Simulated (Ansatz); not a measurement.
# GeWCl3: what a guessed cell relaxes into, part 1 of 2

The task: take a trial cell of GeWCl3 to zero force and stress.

Computed with Ansatz 0.2.0 (DFT PBE, scalar-relativistic, plane waves, PAW, unless a step's input says otherwise).

1 further run of the same task is left out (set aside as unsound or not needed).

### Step 1. Starting point

It takes space group Cmmm (No. 65, orthorhombic). The conventional cell has a = 6.683 Å, b = 6.770 Å, c = 4.748 Å, α = 90.00°, β = 90.00°, γ = 90.00°. Around Ge (site symmetry mmm) lie 6 Cl at 2.37 to 2.38 Å. Around W (site symmetry mmm) lie 12 Cl at 3.34 to 3.38 Å. Around Cl (site symmetry mmm) lie 2 Ge at 2.37 Å and 4 W at 3.34 to 3.38 Å. Around Cl (site symmetry 2/m) lie 2 Ge at 2.38 Å and 4 W at 3.36 Å.

Coordinates:

```cif
data_structure
_symmetry_space_group_name_H-M 'P 1'
_symmetry_Int_Tables_number 1
_cell_length_a 4.7565
_cell_length_b 4.7565
_cell_length_c 4.7485
_cell_angle_alpha 90.000
_cell_angle_beta 90.000
_cell_angle_gamma 90.735
_cell_volume 107.42
loop_
_atom_site_label
_atom_site_type_symbol
_atom_site_fract_x
_atom_site_fract_y
_atom_site_fract_z
_atom_site_occupancy
Ge1 Ge 0.50000 0.50000 0.00000 1
W1 W 0.00000 0.00000 0.50000 1
Cl1 Cl 0.50000 0.50000 0.50000 1
Cl2 Cl 0.50000 0.00000 0.00000 1
Cl3 Cl 0.00000 0.50000 0.00000 1
```

Recipe of the guess: species swapped into a database cell of KHgF3 (Cmmm, No. 65), with W on the K sites, Ge on the Hg sites and Cl on the F sites. The dimensions are guesses.

### Step 2. The guess as it stands, on a coarse mesh

input.yaml

```yaml
crystal:
  lattice:
    - [3.34173162, -3.38485096, 0.0]
    - [3.34173162, 3.38485096, 0.0]
    - [0.0, 0.0, 4.74849321]
  atoms:
    - { symbol: Ge, position: [0.5, 0.5, 0.0] }
    - { symbol: W, position: [0.0, 0.0, 0.5] }
    - { symbol: Cl, position: [0.5, 0.5, 0.5] }
    - { symbol: Cl, position: [0.5, 0.0, 0.0] }
    - { symbol: Cl, position: [0.0, 0.5, 0.0] }
basis:
  ecutwfc: 420
kpoints:
  mp_grid: { grid: [4, 4, 4] }
hamiltonian:
  xc: pbe
scf:
  occupations: { method: gaussian, width: 0.1 }
  lower_state_search: "off"
output:
  forces: true
  stress: true
  eigenvalues: true
```

The run is started by

```console
$ ansatz run input.yaml --threads 1 --pin off --max-ram 2560MiB --backend cpu --events-out ev --progress --plain --runs-dir out
```

Output, shortened:

```text
Warning: RAYON_NUM_THREADS=1 ignored (pool sized by the plan → 1); use --threads N
[...]
Pseudopotentials: kind: paw
Pseudopotential: Ge, paw, valence charge 14, recommended cutoff 420 eV (normal), Ge.paw.azcp
Pseudopotential: W, paw, valence charge 14, recommended cutoff 420 eV (normal), W.paw.azcp
Pseudopotential: Cl, paw, valence charge 7, recommended cutoff 420 eV (normal), Cl.paw.azcp
Functional definition: PBE
[...]
Crystal: 5 atoms, lattice volume = 107.423 Å³
Basis set: ecut = 420 eV, 2103 PW (Γ), exchange–correlation on 64×64×64 points (8 copies of the dense FFT grid, shifted against one another)
Bands: 30, of which v1, the nominal top of the filled ones, is band 25 counted from 1 (24 counted from 0)
Symmetry: 8 space group operations
Space group: Cmmm (ITA 65), of the structure as read, at distance tolerance 4.8e-5 Å
k-points: 21 of 64
[...]
SCF iter   1: F=—  HF=-17911.221945 eV  |F-HF|=—  |Δ(HF+E_count)|=         —  Δρ=9.50e-3  dr2=7.96e-2  ethr=1.77e-3  ⟨swp⟩=6.0  Hψ=2804  notcnv=0
[...]
SCF iter   9: F=-17911.208870 eV  HF=-17911.208870 eV  |F-HF|=1.31e-8  |Δ(HF+E_count)|=   1.55e-6  Δρ=1.03e-5  dr2=7.88e-8  ethr=2.04e-10  ⟨swp⟩=3.8  Hψ=2672  notcnv=0
[...]
SCF converged after 9 iterations
Free energy (F): -17911.208870 eV
[...]
E sigma→0 (E₀):  -17911.161204 eV
Entropy (-TS):   -0.095332 eV (-19.066 meV/atom)
Fermi energy:    9.009993 eV
[...]
--- Forces (eV/Å), atoms counted from 1 ---
  atom   1  Ge     0.00000000    -0.00000000     0.00000000
  atom   2  W      0.00000000     0.00000000     0.00000000
  atom   3  Cl     0.00000000     0.00000000     0.00000000
  atom   4  Cl     0.00000000     0.00000000     0.00000000
  atom   5  Cl    -0.00000000     0.00000000     0.00000000
[...]
--- Stress (GPa, compression-positive) ---
        6.927226       0.000000       0.000000
        0.000000       7.208206       0.000000
        0.000000       0.000000       7.208158
  P = ⅓ Tr σ = 7.1145 GPa (71.145 kbar)
--- Band table (eV; the first three rows and the last of 21) ---
[...]
```

It took 4.4 s on 1 thread of Intel Xeon Platinum 8259CL at 2.50GHz (Skylake/Cascade Lake), shared host; peak memory 0.44 GiB.

From the probe: pressure 7.1 GPa, largest force 0.00 eV/Å, gap on this mesh none (metal). A cheap, loose relaxation comes first.

### Step 3. A loose first relaxation

Changes to input.yaml since step 2:

```diff
@@ -24 +24,9 @@
   eigenvalues: true
+  populations: true
+magnetization:
+  spin_polarized: true
+relax:
+  adjacent_minimum: "off"
+  f_tol: 0.04
+  max_steps: 70
+  cell: { stress_tol: 0.4 }
```

The run is started by

```console
$ ansatz run input.yaml --threads 1 --pin off --max-ram 2560MiB --backend cpu --events-out ev --progress --plain --runs-dir out
```

Output:

```text
Warning: RAYON_NUM_THREADS=1 ignored (pool sized by the plan → 1); use --threads N
band count auto-derived: 32 (N_el = 49.0; filled up to band 25; 30 by the electrons, moments and atoms)
Engine: ansatz 0.2.0, x86_64-unknown-linux-gnu
[... 5 set-up lines as earlier in the session ...]
  parameter kappa = 0.804
  parameter beta = 0.06672455060314922
  exchange = pbe_x(kappa = kappa, mu = beta*pi^2/3)
  correlation = pbe_c(beta = beta)
Crystal: 5 atoms, lattice volume = 107.423 Å³
Basis set: ecut = 420 eV, 2103 PW (Γ), exchange–correlation on 64×64×64 points (8 copies of the dense FFT grid, shifted against one another)
Bands: 32, of which v1, the nominal top of the filled ones, is band 25 counted from 1 (24 counted from 0)
[... 2 set-up lines as earlier in the session ...]
k-points: 21 of 64
Non-local potential: Ge, projectors of the file, l = 0: 2, l = 1: 2, l = 2: 3, l = 3: 1
Non-local potential: W, projectors of the file, l = 0: 3, l = 1: 2, l = 2: 2, l = 3: 1
Non-local potential: Cl, projectors of the file, l = 0: 2, l = 1: 2, l = 2: 2
PAW form: soft (Blöchl's): semilocal exchange-correlation on the pseudo side does not see the compensation charge
PAW one-centre angular grid: Ge, 590 points (default); XC on 64 Gauss nodes
PAW one-centre angular grid: W, 590 points (default); XC on 64 Gauss nodes
PAW one-centre angular grid: Cl, 110 points (default); XC on 64 Gauss nodes
Initial density: superposition of atomic densities (chi_scale 0.1, normalization cell, long waves kept (reshape's long-wave potential 0.00 eV rms))
Initial wavefunctions: pseudopotential atomic-orbital guess
Functional: x = pbe(κ = 0.804, μ = 0.2195149727645171), c = pbe(β = 0.06672455060314922)
SCF iter   1: F=—  HF=-17912.138490 eV  |F-HF|=—  |Δ(HF+E_count)|=         —  Δρ=2.45e-2 (↑2.45e-2 ↓2.45e-2)  dr2=4.18e0  dr2_m=0.00e0  M=0.000 μB ∫|m|=0.000 μB  β_m=0.30  ethr=3.10e-3  ⟨swp⟩=5.8  Hψ=3005  notcnv=0
preconditioner: auto → Kerker (q_TF=auto, 2.394 Å⁻¹)  [metal: Δε(μ)=0.014 eV  Ē_g=8.708 eV  σ=0.100 eV  W_gap=0.08  n_scr=26 (ndim 8)  ℏωp=19.9 eV  f_vac=0.000  D(μ)=19.60/eV (n_scr^D=344)]
spin=Collinear: Kerker preconditioning applied to the charge; magnetization (m = ρ↑ − ρ↓) channel mixes plain (no charge-response kernel on spin).
SCF iter   2: F=—  HF=-17909.452600 eV  |F-HF|=—  |Δ(HF+E_count)|=    2.69e0  Δρ=7.93e-2 (↑7.93e-2 ↓5.90e-2)  dr2=2.04e0  dr2_m=4.55e0  M=6.156 μB ∫|m|=6.172 μB  ethr=3.10e-3  ⟨swp⟩=2.4  Hψ=1131  notcnv=0  defer=20
Mixer restart at iter 2: flushing history
SCF iter   3: F=—  HF=-17913.927138 eV  |F-HF|=—  |Δ(HF+E_count)|=         —  Δρ=2.10e-2 (↑2.10e-2 ↓1.64e-2)  dr2=1.94e0  dr2_m=7.57e-2  M=5.312 μB ∫|m|=5.320 μB  β_m=0.30  ethr=3.10e-3  ⟨swp⟩=3.7  Hψ=3072  notcnv=0  defer=52
SCF iter   4: F=—  HF=-17913.625374 eV  |F-HF|=—  |Δ(HF+E_count)|=   3.02e-1  Δρ=1.30e-2 (↑1.30e-2 ↓1.27e-2)  dr2=9.30e-1  dr2_m=3.54e-2  M=5.311 μB ∫|m|=5.315 μB  β_m=0.61  ethr=3.10e-3  ⟨swp⟩=1.9  Hψ=1870  notcnv=0  defer=55
SCF iter   5: F=—  HF=-17913.416388 eV  |F-HF|=—  |Δ(HF+E_count)|=   2.09e-1  Δρ=1.05e-2 (↑1.05e-2 ↓4.92e-3)  dr2=2.43e-1  dr2_m=4.07e-2  M=5.052 μB ∫|m|=5.062 μB  β_m=0.81  ethr=1.90e-3  ⟨swp⟩=3.3  Hψ=2470  notcnv=0  defer=66
SCF iter   6: F=—  HF=-17913.406307 eV  |F-HF|=—  |Δ(HF+E_count)|=   1.01e-2  Δρ=1.67e-3 (↑1.67e-3 ↓9.89e-4)  dr2=1.12e-2  dr2_m=4.71e-4  M=5.219 μB ∫|m|=5.219 μB  β_m=0.78  ethr=4.95e-4  ⟨swp⟩=2.5  Hψ=2602  notcnv=0  defer=64
SCF iter   7: F=—  HF=-17913.403990 eV  |F-HF|=—  |Δ(HF+E_count)|=   2.32e-3  Δρ=1.81e-3 (↑1.81e-3 ↓5.97e-4)  dr2=1.04e-2  dr2_m=7.60e-4  M=5.229 μB ∫|m|=5.229 μB  β_m=0.86  ethr=2.28e-5  ⟨swp⟩=2.1  Hψ=1696  notcnv=0  defer=59
SCF iter   8: F=—  HF=-17913.402778 eV  |F-HF|=—  |Δ(HF+E_count)|=   1.21e-3  Δρ=5.54e-4 (↑5.54e-4 ↓2.20e-4)  dr2=1.43e-3  dr2_m=5.83e-5  M=5.219 μB ∫|m|=5.219 μB  β_m=0.93  ethr=2.11e-5  ⟨swp⟩=1.5  Hψ=1395  notcnv=0  defer=59
SCF iter   9: F=—  HF=-17913.402760 eV  |F-HF|=—  |Δ(HF+E_count)|=   1.83e-5  Δρ=2.66e-4 (↑2.66e-4 ↓1.05e-4)  dr2=3.30e-4  dr2_m=1.71e-5  M=5.215 μB ∫|m|=5.216 μB  β_m=0.97  ethr=2.92e-6  ⟨swp⟩=1.6  Hψ=1412  notcnv=0  defer=59
SCF iter  10: F=—  HF=-17913.402727 eV  |F-HF|=—  |Δ(HF+E_count)|=   3.30e-5  Δρ=7.45e-5 (↑7.45e-5 ↓2.86e-5)  dr2=2.73e-5  dr2_m=1.41e-6  M=5.212 μB ∫|m|=5.212 μB  β_m=0.98  ethr=6.73e-7  ⟨swp⟩=1.6  Hψ=1400  notcnv=0  defer=59
SCF iter  11: F=—  HF=-17913.402826 eV  |F-HF|=—  |Δ(HF+E_count)|=   9.90e-5  Δρ=2.26e-5 (↑2.26e-5 ↓8.17e-6)  dr2=2.28e-6  dr2_m=1.34e-7  M=5.210 μB ∫|m|=5.211 μB  β_m=0.99  ethr=5.57e-8  ⟨swp⟩=1.5  Hψ=1436  notcnv=0  defer=59
iter 12 did not close the SCF: its close was put off until two iterations running show no level that it waits for move by more than its bar (scf_convergence_deferred on its scf_iter line)
SCF iter  12: F=-17913.402826 eV  HF=-17913.402826 eV  |F-HF|=3.79e-8  |Δ(HF+E_count)|=   3.43e-7  Δρ=3.28e-6 (↑3.28e-6 ↓2.20e-6)  dr2=7.43e-8  dr2_m=2.01e-9  M=5.210 μB ∫|m|=5.211 μB  β_m=1.00  ethr=2.04e-10  ⟨swp⟩=6.6  Hψ=5780  notcnv=0
iter 13 did not close the SCF: its close was put off until two iterations running show no level that it waits for move by more than its bar (scf_convergence_deferred on its scf_iter line)
SCF iter  13: F=-17913.402826 eV  HF=-17913.402826 eV  |F-HF|=2.86e-9  |Δ(HF+E_count)|=   4.38e-9  Δρ=7.72e-7 (↑7.72e-7 ↓7.24e-7)  dr2=2.97e-9  dr2_m=3.13e-11  M=5.210 μB ∫|m|=5.211 μB  β_m=1.00  ethr=1.52e-10  ⟨swp⟩=2.0  Hψ=3949  notcnv=0
SCF iter  14: F=-17913.402826 eV  HF=-17913.402826 eV  |F-HF|=3.06e-10  |Δ(HF+E_count)|=   3.15e-9  Δρ=3.29e-7 (↑3.29e-7 ↓2.21e-7)  dr2=2.29e-10  dr2_m=2.67e-11  M=5.210 μB ∫|m|=5.211 μB  ethr=6.07e-12  ⟨swp⟩=1.0  Hψ=3259  notcnv=0
SCF 1 converged in 14 iterations: F = -17913.402826 eV  dr2 = 2.29e-10
relax step   1: F+E_penalty+E_count = -17913.40282563 eV  Δ(F+E_penalty+E_count) = +0.000e0 eV  max|allowed force component| = 5.049e-30 eV/Å  Δτ_max = 0.0000 Å  P = +11.026 GPa  Ω = 107.423 Å³  (14 SCF iters, dr2 threshold 1.00e-7 eV, accepted)
[... from here on, the SCF cycles and remarks between the steps are left out ...]
relax step   2: F+E_penalty+E_count = -17914.05894956 eV  Δ(F+E_penalty+E_count) = -6.561e-1 eV  max|allowed force component| = 9.309e-30 eV/Å  Δτ_max = 0.0000 Å  P = +3.793 GPa  Ω = 122.418 Å³  energy of the carried Pulay correction = -1.743e-3 eV  (11 SCF iters, dr2 threshold 5.00e-7 eV, accepted)
relax step   3: F+E_penalty+E_count = -17914.20204422 eV  Δ(F+E_penalty+E_count) = -1.431e-1 eV  max|allowed force component| = 1.026e-29 eV/Å  Δτ_max = 0.0000 Å  P = +0.969 GPa  Ω = 132.106 Å³  energy of the carried Pulay correction = -2.756e-3 eV  (10 SCF iters, dr2 threshold 5.00e-7 eV, accepted)
relax step   4: F+E_penalty+E_count = -17914.22026948 eV  Δ(F+E_penalty+E_count) = -1.823e-2 eV  max|allowed force component| = 7.636e-29 eV/Å  Δτ_max = 0.0000 Å  P = +0.020 GPa  Ω = 136.086 Å³  energy of the carried Pulay correction = -3.150e-3 eV  (8 SCF iters, dr2 threshold 5.00e-7 eV, accepted)
relax step   5: F+E_penalty+E_count = -17914.22690871 eV  Δ(F+E_penalty+E_count) = -6.639e-3 eV  max|allowed force component| = 5.049e-30 eV/Å  Δτ_max = 0.0000 Å  P = -0.252 GPa  Ω = 137.160 Å³  energy of the carried Pulay correction = -3.258e-3 eV  (10 SCF iters, accepted)
relax step   6: F+E_penalty+E_count = -17914.23268519 eV  Δ(F+E_penalty+E_count) = -5.776e-3 eV  max|allowed force component| = 5.049e-30 eV/Å  Δτ_max = 0.0000 Å  P = -0.241 GPa  Ω = 136.959 Å³  energy of the carried Pulay correction = -3.241e-3 eV  (7 SCF iters, dr2 threshold 5.00e-7 eV, accepted)
relax step   7: F+E_penalty+E_count = -17914.24602748 eV  Δ(F+E_penalty+E_count) = -1.334e-2 eV  max|allowed force component| = 4.189e-29 eV/Å  Δτ_max = 0.0000 Å  P = -0.039 GPa  Ω = 135.373 Å³  energy of the carried Pulay correction = -3.098e-3 eV  (11 SCF iters, dr2 threshold 5.00e-7 eV, accepted)
relax step   8: F+E_penalty+E_count = -17914.24768132 eV  Δ(F+E_penalty+E_count) = -1.654e-3 eV  max|allowed force component| = 2.019e-29 eV/Å  Δτ_max = 0.0000 Å  P = +0.130 GPa  Ω = 134.270 Å³  energy of the carried Pulay correction = -2.995e-3 eV  (13 SCF iters, accepted)
relax step   9: F+E_penalty+E_count = -17914.27380932 eV  Δ(F+E_penalty+E_count) = -2.613e-2 eV  max|allowed force component| = 2.603e-30 eV/Å  Δτ_max = 0.0000 Å  P = +0.469 GPa  Ω = 134.270 Å³  stress off target by 6.10e-1 GPa  SCF on the basis re-selected at this cell (its energy is not comparable with the rows above)  (8 SCF iters)
relax step  10: F+E_penalty+E_count = -17914.28010280 eV  Δ(F+E_penalty+E_count) = -6.293e-3 eV  max|allowed force component| = 1.988e-29 eV/Å  Δτ_max = 0.0000 Å  P = +0.206 GPa  Ω = 135.660 Å³  energy of the carried Pulay correction = -1.266e-4 eV  (7 SCF iters, dr2 threshold 5.00e-7 eV, accepted)
relax step  11: F+E_penalty+E_count = -17914.28219035 eV  Δ(F+E_penalty+E_count) = -2.088e-3 eV  max|allowed force component| = 6.548e-30 eV/Å  Δτ_max = 0.0000 Å  P = -0.022 GPa  Ω = 136.614 Å³  energy of the carried Pulay correction = -2.214e-4 eV  (7 SCF iters, dr2 threshold 5.00e-7 eV, accepted)
relax step  12: F+E_penalty+E_count = -17914.28241711 eV  Δ(F+E_penalty+E_count) = -2.268e-4 eV  max|allowed force component| = 1.917e-29 eV/Å  Δτ_max = 0.0000 Å  P = -0.023 GPa  Ω = 136.614 Å³  stress off target by 5.32e-2 GPa  SCF on the basis re-selected at this cell (its energy is not comparable with the rows above)  (6 SCF iters)
basis re-selected at this cell: Δ(F+E_penalty+E_count) = -2.268e-4 eV, ΔP = -0.002 GPa vs the last step (what re-selecting the basis moved, of the pressure what is left beyond the Pulay correction that the steps carried, after the strain that the cell walked since its last selection, with what the two solves' SCF thresholds leave and, on support functions, any second-order correction that the steps lacked; it is no measure of the basis error at this ecutwfc). This SCF's stress stands 5.32e-2 GPa from its target on what of the cell is left free (relax.cell.stress_tol is 4.00e-1 GPa) and its largest allowed force component is 1.92e-29 eV/Å (relax.f_tol is 4.00e-2 eV/Å): within both
SCF converged after 6 iterations
Magnetization: 5.0313 μB (27.0156 up, 21.9844 down)
Absolute magnetization: 5.0938 μB (∫|ρ↑−ρ↓|, with the PAW one-centre terms)
Spin contamination: 0.0225 ħ² per cell (⟨S²⟩ above its minimum at these occupations)
Per-site moments (μB) at R_I (Å): [(0.004996532020951883, 1.0575346535332741), (3.749437766975796, 1.2950865483874834), (-0.0076188859179973575, 1.106924493038253), (0.043182151443848765, 1.0575346535332741), (0.04318215144384872, 1.0575346535332741)]
Free energy (F): -17914.282417 eV
Harris-Foulkes:  -17914.282417 eV  (|F-HF|=6.69e-9)
Internal energy: -17914.266236 eV  (E = F + TS)
E sigma→0 (E₀):  -17914.274327 eV
Entropy (-TS):   -0.016181 eV (-3.236 meV/atom)
Fermi energy:    5.326244 eV
--- Per-component energies (eV) ---
  E_band       = -536.254402
  E_kinetic    = 1036.736735
  E_local      = -4753.776135  (includes V_loc(G=0)·N_el)
  E_nonlocal   = 505.269679
  E_hartree    = 1876.759243
  E_xc         = -657.596598
  E_vxc        = -660.898797  (∫ρ·V_xc dr)
  E_paw        = -12554.576973  (= ΣΔE_a)
  E_vpaw       = -417.104009  (= ΣTr[D̂ρ^β])
  E_aug_tail   = 0.000525  (compensation charges beyond the density's cutoff)
  E_ewald      = -3367.082711
  E_smearing   = -0.016181  (= −TS)
  E_closure    = 0.000000  (closes the sum)
  Σ components = -17914.282417   (vs F -17914.282417, Δ=0.00e0)
--- Forces (eV/Å), atoms counted from 1 ---
  atom   1  Ge    -0.00000000     0.00000000     0.00000000
  atom   2  W     -0.00000000    -0.00000000     0.00000000
  atom   3  Cl     0.00000000     0.00000000     0.00000000
  atom   4  Cl     0.00000000     0.00000000     0.00000000
  atom   5  Cl    -0.00000000    -0.00000000     0.00000000
  max |Σ_I F_I| component: 3.04e-29 eV/Å
--- Stress (GPa, compression-positive) ---
       -0.032468      -0.000000       0.000000
       -0.000000       0.015326      -0.000000
        0.000000      -0.000000      -0.053183
  P = ⅓ Tr σ = -0.0234 GPa (-0.234 kbar)
--- Band table (eV; the first three rows and the last of 42) ---
  k-point 0 ↑: bands = ["-68.8226", "-33.5086", "-33.2742", "-33.2585", "-19.8298", "-19.8144", "-19.8036", "-19.8030", "-19.7864", "-10.7626", "-9.9515", "-9.3219", "-1.1301", "-0.7292", "-0.4312", "-0.0624", "1.6623", "1.8259", "2.1716", "2.4279", "2.6976", "3.6302", "3.8539", "4.4692", "4.5607", "4.6680", "4.8698", "4.9549", "10.5523", "10.7359", "11.2408", "11.3034"]
[... 3 lines left out ...]
--- Relaxed structure (10 steps of the walk, 10 accepted, 2 SCFs on fresh bases) ---
  F+E_penalty+E_count = -17914.28241711 eV   max|allowed force component| = 1.917e-29 eV/Å   (the final SCF, on the basis selected at the relaxed cell)
  cell:  # Å, volume = 136.6137 Å³
    - [3.139603753666626, -4.053829899901346, -6.160629267524273e-17]
    - [3.139603753666626, 4.053829899901346, 6.160629267524271e-17]
    - [-2.3855343813254757e-32, 8.642538945397548e-17, 5.366906632912741]
  atoms:
    - { symbol: Ge, position: [0.5, 0.5, -8.619149846475402e-34] }
    - { symbol: W, position: [0.0, 0.0, 0.5] }
    - { symbol: Cl, position: [0.5, 0.5, 0.5] }
    - { symbol: Cl, position: [0.5, -5.551115123125783e-17, -7.703719777548943e-34] }
    - { symbol: Cl, position: [-5.551115123125783e-17, 0.5, 0.0] }
--- Löwdin populations: 5 sites ---
  site symbol       q [e]    m [muB]
     0     Ge     13.4940     0.0145
     1      W     13.3921     4.9337
     2     Cl      7.2941    -0.0248
     3     Cl      7.3255     0.0380
     4     Cl      7.3255     0.0380
  spilling = 0.003442 (of n_electrons = 49.000000)
```

It took 2.2 min on 1 thread of Intel Xeon Platinum 8259CL at 2.50GHz (Skylake/Cascade Lake), shared host; peak memory 0.57 GiB.

Relaxation path:

```csv
step,energy from step 1 (eV/cell),largest force component (eV/Å),pressure (GPa),volume (Å³)
1,0.0000,0.0000,11.03,107.42
2,-0.6561,0.0000,3.79,122.42
3,-0.7992,0.0000,0.97,132.11
4,-0.8174,0.0000,0.02,136.09
5,-0.8241,0.0000,-0.25,137.16
6,-0.8299,0.0000,-0.24,136.96
7,-0.8432,0.0000,-0.04,135.37
8,-0.8449,0.0000,0.13,134.27
9,-0.8710,0.0000,0.47,134.27
10,-0.8773,0.0000,0.21,135.66
11,-0.8794,0.0000,-0.02,136.61
12,-0.8796,0.0000,-0.02,136.61
```

Step 1 is the start. Steps 9, 12 each repeat the geometry before them on a plane-wave basis chosen anew, so the energy can jump there without any move.

Lengths and angles in the start's conventional setting:

|  | before | after | change |
| --- | --- | --- | --- |
| a (Å) | 6.683 | 6.279 | -6.0 % |
| b (Å) | 6.770 | 8.108 | +19.8 % |
| c (Å) | 4.748 | 5.367 | +13.0 % |
| volume (Å³/atom) | 21.48 | 27.32 | +27.2 % |
| shortest distance (Å) | 2.374 | 2.564 | +8.0 % |
| space group (0.01 Å) | Cmmm | Cmmm | same |

Forces and stress were held to the start's 8 operations: a distortion of lower symmetry was not tested.

Per atom:

```csv
atom,moment in the atom's sphere (μB),Löwdin electrons
Ge1,0.00,13.49
W2,3.75,13.39
Cl3,-0.01,7.29
Cl4,0.04,7.33
Cl5,0.04,7.33
```

The Löwdin counts miss 0.17 of the 49 electrons, which the atomic orbitals do not span, so they are no charges.

(Continued in part 2 of 2.)
